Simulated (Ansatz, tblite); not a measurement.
# SnHMe2(OiPr) (C5H14OSn): rung by rung

How do method and basis change the picture of SnHMe2(OiPr) (C5H14OSn) (singlet)?

The runs use Ansatz 0.2.0, Gaussian basis; as each input shows.

The runs, in order: GFN1-xTB, GFN2-xTB, PBE-D4/def2-TZVP, r2SCAN-D4/def2-TZVP, PBE-QIDH/def2-TZVP, r2SCAN0-D4/def2-TZVP, LC-ωPBE/def2-TZVP, PBE-D4/def2-SVP, PBE0-D4/def2-SVP, MP2/def2-TZVP, RPA/def2-TZVP.

2 further runs of the same task are left out: 2 set aside as unsound or not needed. Runs told in other sessions of the task aren't counted.

## Step 1: The relaxed structure

The singlet was relaxed beforehand with PBE-D4/def2-SVP.

21 atoms, charge 0, spin multiplicity 1.

Bond lengths: C1–Sn7 2.160 Å, C1–H9 1.107 Å, C1–H10 1.107 Å, C1–H11 1.106 Å, C2–Sn7 2.170 Å, C2–H12 1.106 Å, C2–H13 1.107 Å, C2–H14 1.108 Å, C3–C4 1.529 Å, C3–C5 1.534 Å, C3–O6 1.419 Å, C3–H15 1.123 Å, C4–H16 1.110 Å, C4–H17 1.109 Å, C4–H18 1.108 Å, C5–H19 1.111 Å, C5–H20 1.110 Å, C5–H21 1.110 Å and more. Angles: Sn7–C1–H9 110.5°, Sn7–C1–H10 108.6°, Sn7–C1–H11 109.9°, H9–C1–H10 109.3°, H9–C1–H11 109.4°, H10–C1–H11 109.1°, Sn7–C2–H12 110.3°, Sn7–C2–H13 108.8°, Sn7–C2–H14 110.0°, H12–C2–H13 109.1°, H12–C2–H14 109.3°, H13–C2–H14 109.2°, C4–C3–C5 111.8°, C4–C3–O6 107.0°, C4–C3–H15 107.8°, C5–C3–O6 112.0°, C5–C3–H15 107.6°, O6–C3–H15 110.6° and more.

Geometry (Å):

```
C     2.9806    0.9608   -0.7632
C    -0.1705    2.6689   -0.5135
C    -0.7208   -1.3617    0.5434
C    -0.9251   -2.7685   -0.0205
C    -2.0391   -0.5815    0.6181
O     0.2333   -0.7172   -0.2868
Sn    1.0690    1.0546    0.2389
H     1.1807    1.0521    1.9787
H     3.4804    1.9483   -0.7373
H     2.8133    0.6629   -1.8161
H     3.6259    0.2083   -0.2722
H    -1.1425    2.6854    0.0148
H    -0.3478    2.5090   -1.5946
H     0.3423    3.6400   -0.3681
H    -0.3273   -1.4647    1.5898
H    -1.3278   -2.7070   -1.0529
H    -1.6306   -3.3571    0.6009
H     0.0428   -3.3057   -0.0643
H    -1.8888    0.4197    1.0753
H    -2.4522   -0.4330   -0.4015
H    -2.7958   -1.1138    1.2310
```

Sn takes a core potential in the def2 sets. No spin-orbit coupling is included.

PBE0-D4/def2-TZVP was run before; its log isn't repeated, and its numbers join the tables.

## Step 2: GFN1-xTB

Tight binding, by tblite at 300 K electronic temperature and without a spin-polarisation term:

```python
tblite.interface.Calculator('GFN1-xTB', numbers, positions, charge=0, uhf=0).singlepoint()
```

Energy -688.5475 eV, HOMO -11.68 eV, LUMO -6.53 eV; 0.011 s.

## Step 3: GFN2-xTB

Tight binding, by tblite at 300 K electronic temperature and without a spin-polarisation term:

```python
tblite.interface.Calculator('GFN2-xTB', numbers, positions, charge=0, uhf=0).singlepoint()
```

Energy -652.0849 eV, HOMO -10.55 eV, LUMO -6.14 eV; 0.008 s.

## Step 4: PBE-D4/def2-TZVP

start.molden holds the orbitals of an earlier run on this state, given as this run's starting guess.

in.yaml

```yaml
crystal:
  periodic: [false, false, false]
  atoms:
    - {symbol: C, position_ang: [2.980585, 0.960785, -0.763229]}
    - {symbol: C, position_ang: [-0.170518, 2.668852, -0.513499]}
    - {symbol: C, position_ang: [-0.720794, -1.361683, 0.543361]}
    - {symbol: C, position_ang: [-0.925079, -2.768464, -0.020486]}
    - {symbol: C, position_ang: [-2.039110, -0.581533, 0.618097]}
    - {symbol: O, position_ang: [0.233296, -0.717162, -0.286788]}
    - {symbol: Sn, position_ang: [1.068996, 1.054623, 0.238872]}
    - {symbol: H, position_ang: [1.180723, 1.052139, 1.978747]}
    - {symbol: H, position_ang: [3.480415, 1.948284, -0.737327]}
    - {symbol: H, position_ang: [2.813303, 0.662866, -1.816066]}
    - {symbol: H, position_ang: [3.625910, 0.208347, -0.272238]}
    - {symbol: H, position_ang: [-1.142481, 2.685419, 0.014847]}
    - {symbol: H, position_ang: [-0.347824, 2.509042, -1.594573]}
    - {symbol: H, position_ang: [0.342304, 3.639999, -0.368102]}
    - {symbol: H, position_ang: [-0.327290, -1.464744, 1.589815]}
    - {symbol: H, position_ang: [-1.327782, -2.706958, -1.052851]}
    - {symbol: H, position_ang: [-1.630588, -3.357097, 0.600885]}
    - {symbol: H, position_ang: [0.042766, -3.305701, -0.064278]}
    - {symbol: H, position_ang: [-1.888777, 0.419733, 1.075327]}
    - {symbol: H, position_ang: [-2.452229, -0.432985, -0.401499]}
    - {symbol: H, position_ang: [-2.795825, -1.113760, 1.231005]}
basis:
  gaussian: {orbitals: def2-TZVP, initial_orbitals: start.molden}
hamiltonian: {xc: pbe, dispersion: d4}
scf: {omitted_lower_state_checks: [starts]}
output: {forces: true, orbitals: {seedname: orbitals}}
```

On the command line:

```
$ ansatz run in.yaml --threads 4 --pin off --events-out ev --progress --plain --max-ram 4787MiB
```

Log (excerpt; [...] marks lines left out):

```text
Functional definition: PBE
  name "PBE"
  cite "Perdew, Burke & Ernzerhof, Phys. Rev. Lett. 77, 3865 (1996) doi:10.1103/PhysRevLett.77.3865"
  parent pbe
[...]
2055 factors; their error is unknown
[...]
mean field -13285.17425704 eV, -488.2211489319 hartree, gradient 1.1e-5 eV, S^2 0.000000; 0 other end points of the search recorded, 0 dependent functions left out
[...]
reference -13285.17432118 eV, -488.2211512888 hartree; 37, 37 occupied and 283, 283 virtual orbitals, 2055 factors
Total energy: -13285.64170807 eV, -488.2383274400 hartree
Atom 0 at     2.980585     0.960785    -0.763229 Å, force     0.146443    -0.036519    -0.091214 eV/Å
Atom 1 at    -0.170518     2.668852    -0.513499 Å, force    -0.119689     0.115748    -0.080550 eV/Å
Atom 2 at    -0.720794    -1.361683     0.543361 Å, force    -0.096188    -0.119845     0.361235 eV/Å
Atom 3 at    -0.925079    -2.768464    -0.020486 Å, force    -0.010534    -0.178397    -0.124738 eV/Å
Atom 4 at    -2.039110    -0.581533     0.618097 Å, force    -0.175352     0.130632    -0.035943 eV/Å
Atom 5 at     0.233296    -0.717162    -0.286788 Å, force     0.219366     0.353532     0.003463 eV/Å
Atom 6 at     1.068996     1.054623     0.238872 Å, force    -0.083141    -0.191319    -0.069459 eV/Å
Atom 7 at     1.180723     1.052139     1.978747 Å, force    -0.024508    -0.009984    -0.108439 eV/Å
Atom 8 at     3.480415     1.948284    -0.737327 Å, force    -0.139527    -0.271511    -0.003977 eV/Å
Atom 9 at     2.813303     0.662866    -1.816066 Å, force     0.045467     0.086205     0.294243 eV/Å
Atom 10 at     3.625910     0.208347    -0.272238 Å, force    -0.183537     0.214405    -0.135941 eV/Å
Atom 11 at    -1.142481     2.685419     0.014847 Å, force     0.281106    -0.004476    -0.144670 eV/Å
Atom 12 at    -0.347824     2.509042    -1.594573 Å, force     0.049037     0.046335     0.307659 eV/Å
Atom 13 at     0.342304     3.639999    -0.368102 Å, force    -0.140664    -0.274098    -0.037045 eV/Å
Atom 14 at    -0.327290    -1.464744     1.589815 Å, force    -0.066911     0.045959    -0.273724 eV/Å
Atom 15 at    -1.327782    -2.706958    -1.052851 Å, force     0.087930    -0.017107     0.268887 eV/Å
Atom 16 at    -1.630588    -3.357097     0.600885 Å, force     0.177456     0.163821    -0.149849 eV/Å
Atom 17 at     0.042766    -3.305701    -0.064278 Å, force    -0.255467     0.136243     0.025431 eV/Å
Atom 18 at    -1.888777     0.419733     1.075327 Å, force    -0.025493    -0.259374    -0.110209 eV/Å
Atom 19 at    -2.452229    -0.432985    -0.401499 Å, force     0.105080    -0.046061     0.260716 eV/Å
Atom 20 at    -2.795825    -1.113760     1.231005 Å, force     0.209123     0.115811    -0.155876 eV/Å
Dipole moment:     0.075789     0.312802     0.064188 e Å
Checks for a lower state left out: starts
```

It took 2.5 s on 4 threads of AMD EPYC 9R45, shared host; peak memory 0.55 GiB.

Report: HOMO -5.57 eV, LUMO -0.67 eV.

## Step 5: r2SCAN-D4/def2-TZVP

Edit in.yaml of step 4 so:

```diff
@@ -26,4 +26,4 @@
   gaussian: {orbitals: def2-TZVP, initial_orbitals: start.molden}
-hamiltonian: {xc: pbe, dispersion: d4}
+hamiltonian: {xc: r2scan, dispersion: d4}
 scf: {omitted_lower_state_checks: [starts]}
-output: {forces: true, orbitals: {seedname: orbitals}}
+output: {orbitals: {seedname: orbitals}}
```

Launched as before.

Log:

```text
Functional definition: r2SCAN
  name "r2SCAN"
  cite "Furness, Kaplan, Ning, Perdew & Sun, J. Phys. Chem. Lett. 11, 8208 (2020) doi:10.1021/acs.jpclett.0c02405"
  cite "Furness, Kaplan, Ning, Perdew & Sun, J. Phys. Chem. Lett. 11, 9248 (2020) doi:10.1021/acs.jpclett.0c03077"
  parent r2scan
  parameter k0 = 0.174
  parameter k1 = 0.065
  parameter a1 = 4.9479
  exchange = r2scan_x(k0 = k0, k1 = k1, a1 = a1)
  correlation = r2scan_c
these checks for a lower state are left out or cut short: starts
2055 factors; their error is unknown
mean field evaluation 1: about -13293.0585 eV, gradient 6.4e0 eV
mean field evaluation 2: about -13293.1223 eV, gradient 6.5e-2 eV
mean field evaluation 4: about -13293.0708 eV, gradient 6.1e-4 eV
mean field -13293.07082166 eV, -488.5113423291 hartree, gradient 2.7e-5 eV, S^2 0.000000; 0 other end points of the search recorded, 0 dependent functions left out
reference -13293.07083975 eV, -488.5113429936 hartree; 37, 37 occupied and 283, 283 virtual orbitals, 2055 factors
Total energy: -13293.19890459 eV, -488.5160492900 hartree
Checks for a lower state left out: starts
```

Wall time 3.1 s (4 threads of AMD EPYC 9R45, shared host); peak memory 0.6 GiB.

Report: HOMO -5.86 eV, LUMO -0.32 eV.

## Step 6: PBE-QIDH/def2-TZVP

Edit in.yaml of step 5 so:

```diff
@@ -26,4 +26,3 @@
   gaussian: {orbitals: def2-TZVP, initial_orbitals: start.molden}
-hamiltonian: {xc: r2scan, dispersion: d4}
+hamiltonian: {xc: {name: PBE-QIDH}}
 scf: {omitted_lower_state_checks: [starts]}
-output: {orbitals: {seedname: orbitals}}
```

Launched as before.

Log (excerpt; [...] marks lines left out):

```text
Functional definition: PBE-QIDH
  name "PBE-QIDH"
  cite "Brémond, Sancho-García, Pérez-Jiménez & Adamo, J. Chem. Phys. 141, 031101 (2014) doi:10.1063/1.4890314"
  cite "Perdew, Burke & Ernzerhof, Phys. Rev. Lett. 77, 3865 (1996) doi:10.1103/PhysRevLett.77.3865"
[...]
2373 factors; integrals over basis functions are off by at most 1.3e-3 eV
[...]
mean field -13265.30388378 eV, -487.4909261830 hartree, gradient 1.8e-6 eV, S^2 0.000000; 0 other end points of the search recorded, 0 dependent functions left out
10 core orbitals not correlated: weight in the atoms' cores, before any rotation towards them, 1.000 or more for the frozen orbitals, at most 0.000 for the correlated occupied ones
reference -13265.30390196 eV, -487.4909268512 hartree; 27, 27 occupied and 283, 283 virtual orbitals, 2373 factors
second order -43.64699556 eV of doubles, -0.00000000 eV of singles
Total energy: -13279.85290048 eV, -488.0255926851 hartree
Checks for a lower state left out: starts
```

Wall time 6 s (4 threads of AMD EPYC 9R45, shared host); peak memory 1.3 GiB.

## Step 7: r2SCAN0-D4/def2-TZVP

Edit in.yaml of step 6 so:

```diff
@@ -26,3 +26,4 @@
   gaussian: {orbitals: def2-TZVP, initial_orbitals: start.molden}
-hamiltonian: {xc: {name: PBE-QIDH}}
+hamiltonian: {xc: {name: r2SCAN0}, dispersion: d4}
 scf: {omitted_lower_state_checks: [starts]}
+output: {orbitals: {seedname: orbitals}}
```

Same command.

Log (excerpt; [...] marks lines left out):

```text
Functional definition: r2SCAN0
  name "r2SCAN0"
  cite "Bursch, Neugebauer, Ehlert & Grimme, J. Chem. Phys. 156, 134105 (2022) doi:10.1063/5.0086040"
  cite "Furness, Kaplan, Ning, Perdew & Sun, J. Phys. Chem. Lett. 11, 8208 (2020) doi:10.1021/acs.jpclett.0c02405"
  cite "Furness, Kaplan, Ning, Perdew & Sun, J. Phys. Chem. Lett. 11, 9248 (2020) doi:10.1021/acs.jpclett.0c03077"
  parent r2scan
[...]
2128 factors; their error is unknown
[...]
mean field -13291.50109047 eV, -488.4536557719 hartree, gradient 2.0e-5 eV, S^2 0.000000; 0 other end points of the search recorded, 0 dependent functions left out
reference -13291.50110480 eV, -488.4536562983 hartree; 37, 37 occupied and 283, 283 virtual orbitals, 2128 factors
Total energy: -13291.65004818 eV, -488.4591298665 hartree
Checks for a lower state left out: starts
```

Wall time 4.2 s (4 threads of AMD EPYC 9R45, shared host); peak memory 1.3 GiB.

From the report: HOMO -7.26 eV, LUMO 0.51 eV.

## Step 8: LC-ωPBE/def2-TZVP

Edit in.yaml of step 7 so:

```diff
@@ -26,3 +26,3 @@
   gaussian: {orbitals: def2-TZVP, initial_orbitals: start.molden}
-hamiltonian: {xc: {name: r2SCAN0}, dispersion: d4}
+hamiltonian: {xc: {name: LC-wPBE}}
 scf: {omitted_lower_state_checks: [starts]}
```

Same command.

Log (excerpt; [...] marks lines left out):

```text
Functional definition: LC-wPBE
  name "LC-wPBE"
  cite "Vydrov & Scuseria, J. Chem. Phys. 125, 234109 (2006) doi:10.1063/1.2409292"
  cite "Heyd & Scuseria, J. Chem. Phys. 120, 7274 (2004) doi:10.1063/1.1668634"
  cite "Ernzerhof & Perdew, J. Chem. Phys. 109, 3313 (1998) doi:10.1063/1.476928"
  cite "Perdew, Burke & Ernzerhof, Phys. Rev. Lett. 77, 3865 (1996) doi:10.1103/PhysRevLett.77.3865"
  parent pbe
[...]
2055 factors; their error is unknown
729 factors; integrals over basis functions are off by at most 1.5e-5 eV
[...]
mean field -13291.93984020 eV, -488.4697795268 hartree, gradient 2.1e-5 eV, S^2 0.000000; 0 other end points of the search recorded, 0 dependent functions left out
reference -13291.93984021 eV, -488.4697795271 hartree; 37, 37 occupied and 283, 283 virtual orbitals, 2055 factors
Total energy: -13291.93984021 eV, -488.4697795271 hartree
Checks for a lower state left out: starts
```

It took 2.6 s on 4 threads of AMD EPYC 9R45, shared host; peak memory 0.89 GiB.

HOMO -9.76 eV, LUMO 2.22 eV.

## Step 9: PBE-D4/def2-SVP

Edit in.yaml of step 8 so:

```diff
@@ -25,4 +25,4 @@
 basis:
-  gaussian: {orbitals: def2-TZVP, initial_orbitals: start.molden}
-hamiltonian: {xc: {name: LC-wPBE}}
+  gaussian: {orbitals: def2-SVP, initial_orbitals: start.molden}
+hamiltonian: {xc: pbe, dispersion: d4}
 scf: {omitted_lower_state_checks: [starts]}
```

Launched as before.

Log:

```text
Functional definition: PBE
  name "PBE"
  cite "Perdew, Burke & Ernzerhof, Phys. Rev. Lett. 77, 3865 (1996) doi:10.1103/PhysRevLett.77.3865"
  parent pbe
  parameter kappa = 0.804
  parameter beta = 0.06672455060314922
  exchange = pbe_x(kappa = kappa, mu = beta*pi^2/3)
  correlation = pbe_c(beta = beta)
these checks for a lower state are left out or cut short: starts
2036 factors; their error is unknown
mean field evaluation 1: about -13276.0288 eV, gradient 2.6e1 eV
mean field evaluation 2: about -13276.4483 eV, gradient 5.3e-1 eV
mean field evaluation 4: about -13276.3767 eV, gradient 3.0e-1 eV
mean field evaluation 8: about -13276.3769 eV, gradient 1.3e-5 eV
mean field -13276.37691526 eV, -487.8978525841 hartree, gradient 1.3e-5 eV, S^2 0.000000; 0 other end points of the search recorded, 0 dependent functions left out
reference -13276.37696500 eV, -487.8978544123 hartree; 37, 37 occupied and 143, 143 virtual orbitals, 2036 factors
Total energy: -13276.84435189 eV, -487.9150305635 hartree
Checks for a lower state left out: starts
```

Wall time 1.1 s (4 threads of AMD EPYC 9R45, shared host).

Report: HOMO -5.35 eV, LUMO -0.34 eV.

## Step 10: PBE0-D4/def2-SVP

Edit in.yaml of step 9 so:

```diff
@@ -26,3 +26,3 @@
   gaussian: {orbitals: def2-SVP, initial_orbitals: start.molden}
-hamiltonian: {xc: pbe, dispersion: d4}
+hamiltonian: {xc: pbe0, dispersion: d4}
 scf: {omitted_lower_state_checks: [starts]}
```

The command is unchanged.

Log:

```text
Functional definition: PBE0
  name "PBE0"
  cite "Adamo & Barone, J. Chem. Phys. 110, 6158 (1999) doi:10.1063/1.478522"
  cite "Perdew, Burke & Ernzerhof, Phys. Rev. Lett. 77, 3865 (1996) doi:10.1103/PhysRevLett.77.3865"
  parent pbe
  parameter a = 0.25
  parameter kappa = 0.804
  parameter beta = 0.06672455060314922
  exchange = (1 - a)*pbe_x(kappa = kappa, mu = beta*pi^2/3) + a*exact_x
  correlation = pbe_c(beta = beta)
these checks for a lower state are left out or cut short: starts
2099 factors; their error is unknown
mean field evaluation 1: about -13277.5396 eV, gradient 2.5e1 eV
mean field evaluation 2: about -13277.8308 eV, gradient 3.9e-1 eV
mean field evaluation 4: about -13277.8816 eV, gradient 8.5e-4 eV
mean field -13277.88155219 eV, -487.9531469717 hartree, gradient 9.8e-6 eV, S^2 0.000000; 0 other end points of the search recorded, 0 dependent functions left out
reference -13277.88159078 eV, -487.9531483898 hartree; 37, 37 occupied and 143, 143 virtual orbitals, 2099 factors
Total energy: -13278.28326302 eV, -487.9679095722 hartree
Checks for a lower state left out: starts
```

Run time: 1.4 s. Hardware: 4 threads of AMD EPYC 9R45, shared host; peak memory 0.65 GiB.

Report: HOMO -6.90 eV, LUMO 0.62 eV.

## Step 11: MP2/def2-TZVP

Edit in.yaml of step 10 so:

```diff
@@ -25,4 +25,4 @@
 basis:
-  gaussian: {orbitals: def2-SVP, initial_orbitals: start.molden}
-hamiltonian: {xc: pbe0, dispersion: d4}
+  gaussian: {orbitals: def2-TZVP, initial_orbitals: start.molden}
+correlation: {method: mp2}
 scf: {omitted_lower_state_checks: [starts]}
```

Launched as before.

Log:

```text
Functional definition: HF
  name "HF"
  cite "Fock, Z. Phys. 61, 126 (1930) doi:10.1007/BF01340294"
  parent pbe
  exchange = exact_x
  correlation = 0
these checks for a lower state are left out or cut short: starts
2373 factors; integrals over basis functions are off by at most 1.3e-3 eV
mean field evaluation 1: about -13217.9434 eV, gradient 2.9e1 eV
mean field evaluation 2: about -13219.1281 eV, gradient 1.2e0 eV
mean field evaluation 4: about -13219.4784 eV, gradient 1.2e-2 eV
mean field evaluation 8: about -13219.4784 eV, gradient 1.8e-6 eV
mean field -13219.47844989 eV, -485.8068725490 hartree, gradient 4.3e-6 eV, S^2 0.000000; 0 other end points of the search recorded, 0 dependent functions left out
10 core orbitals not correlated: weight in the atoms' cores, before any rotation towards them, 1.000 or more for the frozen orbitals, at most 0.000 for the correlated occupied ones
reference -13219.47844989 eV, -485.8068725490 hartree; 27, 27 occupied and 283, 283 virtual orbitals, 2373 factors
second order -38.78424252 eV of doubles, -0.00000000 eV of singles
Total energy: -13258.26269241 eV, -487.2321671727 hartree
Checks for a lower state left out: starts
```

Wall time 4.1 s (4 threads of AMD EPYC 9R45, shared host); peak memory 1.2 GiB.

Report: Hartree-Fock HOMO -10.49 eV, LUMO 2.68 eV.

## Step 12: RPA/def2-TZVP

Edit in.yaml of step 11 so:

```diff
@@ -26,4 +26,4 @@
   gaussian: {orbitals: def2-TZVP, initial_orbitals: start.molden}
-correlation: {method: mp2}
+hamiltonian: {xc: pbe}
+correlation: {method: rpa}
 scf: {omitted_lower_state_checks: [starts]}
-output: {orbitals: {seedname: orbitals}}
```

Launched as before.

Log (excerpt; [...] marks lines left out):

```text
Functional definition: PBE
  name "PBE"
  cite "Perdew, Burke & Ernzerhof, Phys. Rev. Lett. 77, 3865 (1996) doi:10.1103/PhysRevLett.77.3865"
  parent pbe
[...]
2373 factors; integrals over basis functions are off by at most 1.3e-3 eV
[...]
mean field -13285.17410721 eV, -488.2211434255 hartree, gradient 3.6e-6 eV, S^2 0.000000; 0 other end points of the search recorded, 0 dependent functions left out
10 core orbitals not correlated: weight in the atoms' cores, before any rotation towards them, 1.000 or more for the frozen orbitals, at most 0.000 for the correlated occupied ones
reference -13217.16153100 eV, -485.7217273506 hartree; 27, 27 occupied and 283, 283 virtual orbitals, 2373 factors
Total energy: -13279.41565547 eV, -488.0095242274 hartree
Checks for a lower state left out: starts
```

Run time: 6.5 s. Hardware: 4 threads of AMD EPYC 9R45, shared host; peak memory 1.3 GiB.

## Step 13: Levels side by side

| level | functions | HOMO (eV) | LUMO (eV) | gap (eV) | time |
| --- | --- | --- | --- | --- | --- |
| PBE-D4/def2-SVP | 180 | -5.35 | -0.34 | 5.01 | 1.1 s |
| PBE-D4/def2-TZVP | 320 | -5.57 | -0.67 | 4.90 | 2.5 s |
| r2SCAN-D4/def2-TZVP | 320 | -5.86 | -0.32 | 5.55 | 3.1 s |
| PBE0-D4/def2-SVP | 180 | -6.90 | 0.62 | 7.52 | 1.4 s |
| PBE0-D4/def2-TZVP | 320 | -7.05 | 0.26 | 7.31 | 4.7 s |
| r2SCAN0-D4/def2-TZVP | 320 | -7.26 | 0.51 | 7.77 | 4.2 s |
| LC-ωPBE/def2-TZVP | 320 | -9.76 | 2.22 | 11.98 | 2.6 s |

Energy pieces by basis (eV):

| basis | HF | MP2 correlation | total |
| --- | --- | --- | --- |
| def2-TZVP | -13219.4784 | -38.7842 | -13258.2627 (MP2) |

## Step 14: Binding energy

Free atoms were run apart at each level; binding is atoms less cluster, divided by the number of atoms, without zero-point or spin-orbit terms.

| level | binding an atom (eV) |
| --- | --- |
| HF/def2-TZVP | 2.840 |
| PBE-D4/def2-SVP | 3.912 |
| PBE-D4/def2-TZVP | 3.894 |
| r2SCAN-D4/def2-TZVP | 3.840 |
| PBE0-D4/def2-SVP | 3.863 |
| PBE0-D4/def2-TZVP | 3.841 |
| r2SCAN0-D4/def2-TZVP | 3.795 |
| LC-ωPBE/def2-TZVP | 3.819 |
| MP2/def2-TZVP | 3.732 |

## Step 15: What came out

| quantity | value |
| --- | --- |
| gap in def2-TZVP, named functionals, smallest and largest | 4.90 eV (PBE-D4), 11.98 eV (LC-ωPBE) |
| correlation energy, MP2/def2-TZVP | -38.78 eV |
| binding an atom, functionals in def2-TZVP | 3.80 (r2SCAN0-D4) to 3.89 eV (PBE-D4) |
| PBE0 total energy, smallest basis above largest | 8.57 eV (def2-SVP, def2-TZVP) |

Orbital gaps of the named functionals in def2-TZVP span 4.90 eV (PBE-D4) to 11.98 eV (LC-ωPBE); exact exchange widens it.

The slowest run with a step of its own, RPA/def2-TZVP, took 6.5 s; the quickest functional in def2-TZVP took 2.5 s (shared host).
